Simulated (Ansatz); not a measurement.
# SiGeP+ (triplet): the correlation ladder, cc-pVTZ

An exercise on one series of results from a longer session: the logs are not shown, and one member is left open.

Method: cc-pVTZ, core rule «outside noble gas», up to 24 orbitals frozen; program: Ansatz 0.2.0, Gaussian basis.

To be run: UHF; CCSD(T) on ROHF; CCSD(T) on UHF; BCCD(T) on ROHF; CCSDT(Q) on ROHF; CCSDT(Q) on UHF; CASSCF and NEVPT2, 12 electrons in 12 orbitals.

4 further runs of the same task are left out: 4 set aside as unsound or not needed.

**The geometry**

The geometry is a PBE0/def2-TZVP stationary point (not a proven minimum) of the parent state, kept for this charge and spin. No spin-orbit coupling is included. The filled d shell of Ge may be among the frozen orbitals whatever the setting's name suggests; the logs give the count.

3 atoms, charge 1, spin multiplicity 3.

Atoms are counted from 1 here; the program's logs count them from 0.

Bond lengths: Ge1–P2 2.192 Å, P2–Si3 2.082 Å. Angles: Ge1–P2–Si3 117.3°.

Geometry (Å):

```
Ge    0.0000    0.1638    1.2399
P     0.0000   -0.7938   -0.7317
Si    0.0000    0.4519   -2.3999
```

The first run:

in.yaml

```yaml
crystal:
  periodic: [false, false, false]
  atoms:
    - {symbol: Ge, position_ang: [0.000000, 0.163769, 1.239903]}
    - {symbol: P, position_ang: [0.000000, -0.793827, -0.731696]}
    - {symbol: Si, position_ang: [0.000000, 0.451892, -2.399927]}
basis:
  gaussian: {orbitals: cc-pVTZ}
total_charge: 1
magnetization: {spin_polarized: true, initial_magnetization: 2}
hamiltonian: {xc: hf}
output: {orbitals: {seedname: orbitals}}
```

On the command line:

```sh
$ ansatz run in.yaml --threads 1 --pin off --events-out ev --progress --plain --max-ram 3968MiB --backend cpu
```

Steps of the session up to this table: UHF; CCSD(T) on ROHF; CCSD(T) on UHF; BCCD(T) on ROHF; CCSDT(Q) on ROHF; CCSDT(Q) on UHF; CASSCF and NEVPT2, 12 electrons in 12 orbitals.

One of the session's tables, all rows but one given; the rest of the session is left out.

```
        method  from RCCSDT(Q) (kcal/mol)
          ROHF                    +208.73
           UHF                    +204.27
          RMP2                          ?
          UMP2                     +40.44
         RCCSD                     +15.25
         UCCSD                     +15.04
      RCCSD(T)                      +2.90
      UCCSD(T)                      +2.91
       BCCD(T)                      +2.84
        RCCSDT                      +1.27
        UCCSDT                      +1.21
     RCCSDT(Q)                          0
     UCCSDT(Q)                      -0.12
CASSCF valence                    +147.24
NEVPT2 valence                     +31.87
```

Estimate the missing values for RMP2.

As computed: from RCCSDT(Q) (kcal/mol): +39.48. In the column «from RCCSDT(Q) (kcal/mol)» it lies between NEVPT2 valence (+31.87) and UMP2 (+40.44).

Caveats from the session: Restricted and unrestricted rows rest on different reference determinants; where their highest levels disagree by more than a few hundredths of an eV, they describe different states and don't form one ladder.
